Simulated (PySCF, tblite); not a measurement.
# C7H13BO2: geometry, infrared bands and NMR shifts

What infrared bands and NMR shifts should C7H13BO2 (`OB(O)[C@H]1C=CCCCC1`) show?

Programs: tblite 0.8.0 and PySCF 2.14.0, with density-fitted response routines of our own. Each step states its level of theory. These are calculated values for one molecule in the gas phase, unless marked as measured. Atoms count from 0, in the outputs and in this text.

### 1 The starting structure

23 atoms, charge 0, multiplicity 1; geometry from: force field or distance geometry start.

Bonds of the start (Å): O0–B1 1.48, B1–O2 1.46, B1–C3 1.57, C3–C4 1.49, C4–C5 1.31, C5–C6 1.50, C6–C7 1.50, C7–C8 1.51, C8–C9 1.52, C9–C3 1.51, O0–H10 1.01, O2–H11 0.98, C3–H12 1.11, C4–H13 1.08, C5–H14 1.08, C6–H15 1.09, C6–H16 1.12, C7–H17 1.10, C7–H18 1.12, C8–H19 1.12, C8–H20 1.09, C9–H21 1.09, C9–H22 1.12.

### 2 Optimising the geometry with GFN2-xTB

What the job is given:

```
{"job": {"kind": "relax", "xc": "GFN2-xTB", "basis": "xTB"}, "charge": 0, "multiplicity": 1}
O      3.372900    -0.061400    -1.230900
B      2.470000    -0.430600    -0.118100
O      2.986200    -0.733100     1.214900
C      0.914900    -0.398600    -0.358700
C      0.143200    -1.102500     0.705000
C     -1.152000    -1.146000     0.920900
C     -2.282000    -0.498600     0.185600
C     -2.010600     0.944200    -0.134100
C     -0.897300     0.979200    -1.153500
C      0.467700     1.041500    -0.498400
H      3.264800     0.937000    -1.292400
H      3.499600    -1.570800     1.226500
H      0.660000    -0.874300    -1.329500
H      0.737200    -1.673000     1.400300
H     -1.479700    -1.725700     1.772600
H     -2.408400    -1.071000    -0.738900
H     -3.229100    -0.644000     0.770800
H     -1.709100     1.531100     0.744000
H     -2.902600     1.472700    -0.546600
H     -0.949400     0.029500    -1.738000
H     -1.039500     1.849400    -1.802500
H      0.352500     1.528000     0.473800
H      1.185800     1.643800    -1.103700
```

Run with:

```console
$ OMP_NUM_THREADS=1 python probes_run.py task.json out
```

One launch serves the whole session: the jobs run in the order shown.

**Question.** This job is followed by: GFN2-xTB harmonic vibrations, gas phase; GIAO PBE0/pcSseg-1 NMR shielding, non-relativistic, gas phase. What will the session give for the following? strongest single infrared mode (GFN2-xTB); zero-point energy (GFN2-xTB); 13C shifts against TMS (PBE0/pcSseg-1); 1H shifts against TMS (PBE0/pcSseg-1, means over atoms taken as alike); 17O shifts against H2O (PBE0/pcSseg-1, means over atoms taken as alike); 11B shifts against BF3·OEt2 (PBE0/pcSseg-1).

As calculated:

```
                                                               quantity                                                                       value
                              strongest single infrared mode (GFN2-xTB)                                                       1302 cm⁻¹, 321 km/mol
                                           zero-point energy (GFN2-xTB)                                                              122.3 kcal/mol
                                 13C shifts against TMS (PBE0/pcSseg-1)                              146.0, 140.7, 40.8, 34.1, 32.4, 30.9, 30.8 ppm
 1H shifts against TMS (PBE0/pcSseg-1, means over atoms taken as alike)  6.84, 6.36, 4.16, 2.27, 2.27, 2.22, 1.72, 1.70, 1.50, 1.39, 1.17, 1.15 ppm
17O shifts against H2O (PBE0/pcSseg-1, means over atoms taken as alike)                                                                   120.4 ppm
                            11B shifts against BF3·OEt2 (PBE0/pcSseg-1)                                                                    29.7 ppm
```

Relaxing lowered the energy by 1.746 eV in 106 steps; the close pair that moved most is O0–B1, from 1.480 to 1.364 Å. No mode is imaginary among the 63: a minimum at this level. The strongest single mode, at 1302 cm⁻¹, moves mainly B1. GFN2-xTB is a fitted tight-binding method: band positions and strengths are rough. Its intensities can rank the bands wrongly.
